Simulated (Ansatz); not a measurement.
# BFH₄OSi: taking an electron away

One table from this session's results is given with a row withheld; the runs are named, their logs left out.

Computed with Ansatz 0.2.0, Gaussian basis. Level: unrestricted cation, the program's frozen cores in correlated methods.

Plan: UKS PBE-D4/def2-TZVPP; UKS r2SCAN-D4/def2-TZVPP; UKS PBE0-D4/def2-TZVPP; UKS B3LYP-D4/def2-TZVPP; UKS wB97X-V/def2-TZVPP; UKS wB97M-V/def2-TZVPP; UKS B2PLYP/def2-TZVPP; UHF-CCSD(T)/def2-TZVPP; UHF-CCSD(T)/def2-QZVPP; extrapolation to the limit; then −ε(HOMO) from the neutral's earlier runs with LDA (SPW92), PBE-D4, revPBE-D4, BLYP-D4, r2SCAN-D4, B97M-V, PBE0-D4, B3LYP-D4, r2SCANh-D4, r2SCAN0-D4, HSE06-D4, BHLYP-D4, CAM-B3LYP-D4, LC-ωPBE, ωB97X-V, ωB97M-V.

### The relaxed structure

An earlier PBE0-D4 in a triple-zeta def2 set relaxation fixed the geometry.

SMILES `FBO[SiH3]`, 8 atoms, charge 0, spin multiplicity 1.

Atoms are counted from 1 here; the program's logs count them from 0.

Bond lengths: F1–B2 1.324 Å, B2–O3 1.342 Å, B2–H5 1.198 Å, O3–Si4 1.655 Å, Si4–H6 1.481 Å, Si4–H7 1.485 Å, Si4–H8 1.481 Å. Angles: F1–B2–O3 118.3°, F1–B2–H5 118.6°, O3–B2–H5 123.1°, B2–O3–Si4 134.0°, O3–Si4–H6 108.0°, O3–Si4–H7 110.1°, O3–Si4–H8 108.0°, H6–Si4–H7 110.3°, H6–Si4–H8 110.2°, H7–Si4–H8 110.3°.

As a file:

```
F    -1.5994   -1.6992    1.4261
B    -0.6854   -0.7876    1.1330
O    -0.4875   -0.4771   -0.1576
Si    0.5210    0.5728   -0.9454
H    -0.0753   -0.2785    2.0298
H    -0.3171    1.5310   -1.7024
H     1.3707    1.2957    0.0346
H     1.3650   -0.2143   -1.8737
```

Set-up of the first run:

The input, in.yaml:

```yaml
crystal:
  periodic: [false, false, false]
  atoms:
    - {symbol: F, position_ang: [-1.599390, -1.699161, 1.426067]}
    - {symbol: B, position_ang: [-0.685357, -0.787650, 1.132975]}
    - {symbol: O, position_ang: [-0.487466, -0.477079, -0.157613]}
    - {symbol: Si, position_ang: [0.521000, 0.572777, -0.945448]}
    - {symbol: H, position_ang: [-0.075329, -0.278522, 2.029773]}
    - {symbol: H, position_ang: [-0.317111, 1.531029, -1.702391]}
    - {symbol: H, position_ang: [1.370707, 1.295658, 0.034572]}
    - {symbol: H, position_ang: [1.365045, -0.214251, -1.873734]}
basis:
  gaussian: {orbitals: def2-TZVPP}
total_charge: 1
magnetization: {spin_polarized: true, initial_magnetization: 1}
hamiltonian: {xc: pbe, dispersion: d4}
```

Launch:

```bash
ansatz run in.yaml --threads 2 --pin off --events-out ev --progress --plain --max-ram 32768MiB --backend cpu
```

Among the steps run: Cation, UKS PBE-D4/def2-TZVPP; Cation, UKS r2SCAN-D4/def2-TZVPP; Cation, UKS PBE0-D4/def2-TZVPP; Cation, UKS B3LYP-D4/def2-TZVPP; Cation, UKS wB97X-V/def2-TZVPP; Cation, UKS wB97M-V/def2-TZVPP; Cation, UKS B2PLYP (frozen core)/def2-TZVPP; Cation, UHF-CCSD(T)/def2-TZVPP; Cation, UHF-CCSD(T)/def2-QZVPP.

One of the session's tables, all rows but one given; the rest of the session is left out.

Orbital estimates, from the neutral's runs:

| functional | −ε(HOMO) (eV) |
| --- | --- |
| LDA (SPW92) | 8.02 |
| PBE-D4 | 7.92 |
| revPBE-D4 | 7.88 |
| BLYP-D4 | ? |
| r2SCAN-D4 | 8.29 |
| B97M-V | 8.42 |
| PBE0-D4 | 9.44 |
| B3LYP-D4 | 9.24 |
| r2SCANh-D4 | 8.85 |
| r2SCAN0-D4 | 9.69 |
| HSE06-D4 | 9.04 |
| BHLYP-D4 | 10.90 |
| CAM-B3LYP-D4 | 10.92 |
| LC-ωPBE | 12.26 |
| ωB97X-V | 11.93 |
| ωB97M-V | 11.79 |

**Question.** Estimate the row for BLYP-D4.

Worked estimate for «−ε(HOMO) (eV)». Against the share of exact exchange, B3LYP-D4 (0.2, 9.24), BHLYP-D4 (0.5, 10.90) give a slope of 5.53 per unit share; at 0 the line stands at 8.13.

The run gave: −ε(HOMO) (eV): 7.86. In «−ε(HOMO) (eV)» the line misses by +0.27.
